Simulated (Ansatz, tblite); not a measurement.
# B(AsH3)H3 (BAsH₆): removing an electron

An exercise on one series of results from a longer session: the logs are not shown, and one member is left open.

Program: Ansatz 0.2.0, Gaussian basis. Level of theory: as each input shows. These are calculated values, not measurements.

Plan: charge +1 doublet, at the geometry of the singlet (PBE0-D4/def2-TZVP, PBE-D4/def2-TZVP, r2SCAN-D4/def2-TZVP, CCSD(T)/def2-TZVPP); charge +1 doublet, relaxed (PBE0-D4/def2-TZVP, PBE-D4/def2-TZVP); the starting singlet's energies come from earlier runs.

## The geometry

The singlet was relaxed beforehand with B3LYP-D4/def2-TZVP.

8 atoms, charge 0, spin multiplicity 1.

Atoms are counted from 1 here; the program's logs count them from 0.

Bond lengths: B1–As2 2.094 Å, B1–H6 1.201 Å, B1–H7 1.201 Å, B1–H8 1.201 Å, As2–H3 1.510 Å, As2–H4 1.510 Å, As2–H5 1.510 Å. Angles: As2–B1–H6 102.1°, As2–B1–H7 102.1°, As2–B1–H8 102.1°, H6–B1–H7 115.8°, H6–B1–H8 115.7°, H7–B1–H8 115.8°, B1–As2–H3 119.0°, B1–As2–H4 119.0°, B1–As2–H5 119.0°, H3–As2–H4 98.5°, H3–As2–H5 98.5°, H4–As2–H5 98.5°.

The first run:

in.yaml

```yaml
crystal:
  periodic: [false, false, false]
  atoms:
    - {symbol: B, position_ang: [-0.004221, 0.011007, -1.227214]}
    - {symbol: As, position_ang: [0.002872, -0.007413, 0.866532]}
    - {symbol: H, position_ang: [0.762350, 1.067633, 1.606016]}
    - {symbol: H, position_ang: [0.563897, -1.210412, 1.585820]}
    - {symbol: H, position_ang: [-1.309836, 0.100259, 1.604495]}
    - {symbol: H, position_ang: [1.166046, -0.081249, -1.483273]}
    - {symbol: H, position_ang: [-0.509138, 1.074336, -1.467958]}
    - {symbol: H, position_ang: [-0.671970, -0.954161, -1.484429]}
basis:
  gaussian: {orbitals: def2-TZVP}
total_charge: 1
magnetization: {spin_polarized: true, initial_magnetization: 1}
hamiltonian: {xc: pbe0, dispersion: d4}
output: {orbitals: {seedname: orbitals}}
```

The run is started by

```bash
$ ansatz run in.yaml --threads 4 --pin off --events-out ev --progress --plain --max-ram 3916MiB
```

Steps of the session up to this table: Charge +1 doublet at the fixed geometry, PBE0-D4/def2-TZVP; Charge +1 doublet at the fixed geometry, PBE-D4/def2-TZVP; Charge +1 doublet at the fixed geometry, r2SCAN-D4/def2-TZVP; Charge +1 doublet at the fixed geometry, CCSD(T)/def2-TZVPP.

One of the session's tables, all rows but one given; the rest of the session is left out.

```
             method  vertical ionisation energy (eV)
      HF/def2-TZVPP                            10.27
   PBE-D4/def2-TZVP                            10.73
r2SCAN-D4/def2-TZVP                            10.81
  PBE0-D4/def2-TZVP                            10.95
     MP2/def2-TZVPP                                ?
    CCSD/def2-TZVPP                            11.12
 CCSD(T)/def2-TZVPP                            11.15
```

Estimate the missing values for MP2/def2-TZVPP.

**Answer.** vertical ionisation energy (eV): 11.22. In the column «vertical ionisation energy (eV)» it is the highest.
